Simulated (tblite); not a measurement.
# C5H12BNSi: the cost of one run

Computed with tblite 0.8.0 and PySCF 2.14.0, with density-fitted response routines of our own, on a single molecule in the gas phase. Atoms count from 0, in the outputs and in this text.

## (1) Starting geometry

20 atoms, charge 0, multiplicity 1; geometry from: force field or distance geometry start.

Bonds of the start (Å): N0–B1 1.53, B1–C2 1.61, C2–C3 1.47, C3–C4 1.53, C4–C5 1.50, C2–C6 1.50, C6–Si7 1.85, Si7–C2 1.87, C5–C3 1.48, N0–H8 1.05, N0–H9 1.06, B1–H10 1.17, C3–H11 1.14, C4–H12 1.08, C4–H13 1.14, C5–H14 1.13, C5–H15 1.10, C6–H16 1.13, C6–H17 1.11, Si7–H18 1.48, Si7–H19 1.45.

## (2) Optimising the geometry with GFN2-xTB

What the job is given:

```
{"job": {"kind": "relax", "xc": "GFN2-xTB", "basis": "xTB"}, "charge": 0, "multiplicity": 1}
N     -1.582600    -1.958100    -1.157100
B     -0.878700    -0.627300    -1.401100
C     -0.480300     0.177100    -0.060200
C      0.605400    -0.461400     0.702100
C      1.872400    -0.573900    -0.140900
C      1.847700     0.206800     1.140700
C     -1.642300     0.888100     0.558000
Si    -0.384500     2.040900    -0.167500
H     -1.004000    -2.605600    -0.564800
H     -2.499600    -1.800100    -0.647700
H     -0.258500    -0.478000    -2.380200
H      0.331500    -1.384200     1.305600
H      2.243200    -1.588000    -0.208100
H      1.921100     0.082100    -1.069100
H      2.479500    -0.269500     1.946800
H      1.963900     1.296300     1.147800
H     -1.728900     0.818200     1.680500
H     -2.610500     0.855400     0.015800
H     -0.636900     2.641100    -1.501900
H      0.437100     2.750500     0.798300
```

On the command line:

```
> OMP_NUM_THREADS=1 python probes_run.py task.json out
```

The driver reads the jobs from task.json and runs them one after another.

**Question.** How long does this first job take on 1 thread of Arm Neoverse V2, shared host?

About 1.3 s.
